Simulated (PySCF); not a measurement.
# H4Hf (HfH4): the cost of one run

Programs: PySCF 2.14.0, with routines of our own; each step states its level. All values are computed. Atoms count from 0.

### Step 1. The starting structure

5 atoms, charge 0, multiplicity 1; geometry from: GFN2-xTB.

### Step 2. Geometry optimisation at PBE0-D3(BJ)/def2-SVP

The job: settings as JSON, then the geometry in Å.

```
{"job": {"xc": "PBE0", "basis": "def2-SVP", "d3": "d3bj", "grid": 1, "maxiter": 30, "shake": 0.03, "kind": "geom"}, "charge": 0, "multiplicity": 1}
Hf     0.061300    -0.076490     0.012400
H     -0.006600    -0.031340     1.857130
H      1.692620     0.003320    -0.657090
H     -0.786310     1.532140    -0.612460
H     -0.886160    -1.538120    -0.662100
```

The run is started by

```bash
> OMP_NUM_THREADS=1 python heavy_run.py task.json out
```

This one command runs all jobs of the session in turn.

**Question.** How long does this first job take on 1 thread of AMD EPYC 9B45, shared host, and how much memory does it need?

About 3.3 s, with a peak of 0.25 GiB.
